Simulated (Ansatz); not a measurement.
**CH₄BF₃O: how energies converge with the basis set**

One table from this session's results is given with a row withheld; the runs are named, their logs left out.

Program: Ansatz 0.2.0, Gaussian basis. Level of theory: one geometry, several basis sets. These are calculated values, not measurements.

The runs, in order: PBE0-D4/def2-SVP; ωB97M-V/def2-SVP; PBE0-D4/def2-QZVPP; ωB97M-V/def2-QZVPP; the functionals' def2-TZVPP values are taken from earlier runs.

### The geometry

All runs share one geometry, relaxed beforehand with PBE0-D4 in a triple-zeta def2 set.

10 atoms, charge 0, spin multiplicity 1.

Atoms are counted from 1 here; the program's logs count them from 0.

Bond lengths: C1–O2 1.437 Å, C1–H7 1.089 Å, C1–H8 1.087 Å, C1–H9 1.090 Å, O2–B3 1.693 Å, O2–H10 0.964 Å, B3–F4 1.349 Å, B3–F5 1.353 Å, B3–F6 1.359 Å. Angles: O2–C1–H7 108.8°, O2–C1–H8 105.9°, O2–C1–H9 110.4°, H7–C1–H8 110.1°, H7–C1–H9 111.4°, H8–C1–H9 110.1°, C1–O2–B3 116.7°, C1–O2–H10 111.1°, B3–O2–H10 108.2°, O2–B3–F4 102.4°, O2–B3–F5 100.5°, O2–B3–F6 103.5°, F4–B3–F5 117.0°, F4–B3–F6 115.1°, F5–B3–F6 115.0°.

Geometry (Å):

```
C     0.0075   -1.0334    0.8000
O     0.6541   -0.2120   -0.1863
B    -0.2771    1.0222   -0.8759
F    -1.1861    0.3322   -1.5958
F     0.6733    1.6926   -1.5676
F    -0.7774    1.6821    0.2020
H     0.6841   -1.8381    1.0841
H    -0.8758   -1.4416    0.3159
H    -0.2825   -0.4346    1.6631
H     1.4630    0.1796    0.1635
```

The first run:

Contents of in.yaml:

```yaml
crystal:
  periodic: [false, false, false]
  atoms:
    - {symbol: C, position_ang: [0.007503, -1.033434, 0.799958]}
    - {symbol: O, position_ang: [0.654146, -0.212033, -0.186349]}
    - {symbol: B, position_ang: [-0.277126, 1.022246, -0.875880]}
    - {symbol: F, position_ang: [-1.186113, 0.332161, -1.595818]}
    - {symbol: F, position_ang: [0.673339, 1.692620, -1.567628]}
    - {symbol: F, position_ang: [-0.777412, 1.682109, 0.201986]}
    - {symbol: H, position_ang: [0.684065, -1.838130, 1.084125]}
    - {symbol: H, position_ang: [-0.875774, -1.441611, 0.315910]}
    - {symbol: H, position_ang: [-0.282511, -0.434625, 1.663091]}
    - {symbol: H, position_ang: [1.462981, 0.179598, 0.163504]}
basis:
  gaussian: {orbitals: def2-SVP}
hamiltonian: {xc: pbe0, dispersion: d4}
output: {orbitals: {seedname: orbitals}}
```

Command:

```sh
ansatz run in.yaml --threads 4 --pin off --events-out ev --progress --plain --max-ram 10444MiB
```

Among the steps run: PBE0-D4 in def2-SVP; ωB97M-V in def2-SVP; PBE0-D4 in def2-QZVPP; ωB97M-V in def2-QZVPP.

One table of the session follows, with a row left open; its other results are not shown here.

It belongs to the step «Functionals by basis». 

| functional | basis | HOMO (eV) | LUMO (eV) |
| --- | --- | --- | --- |
| PBE0-D4 | def2-SVP | -10.23 | 0.62 |
| PBE0-D4 | def2-TZVPP | -10.39 | 0.02 |
| PBE0-D4 | def2-QZVPP | -10.41 | -0.28 |
| ωB97M-V | def2-SVP | -12.71 | 2.32 |
| ωB97M-V | def2-TZVPP | ? | ? |
| ωB97M-V | def2-QZVPP | -12.87 | 0.96 |

Q: Estimate the row for ωB97M-V, def2-TZVPP from the others.

The run gave: HOMO (eV): -12.84; LUMO (eV): 1.52. In the column «HOMO (eV)» it lies between ωB97M-V, def2-QZVPP (-12.87) and ωB97M-V, def2-SVP (-12.71).
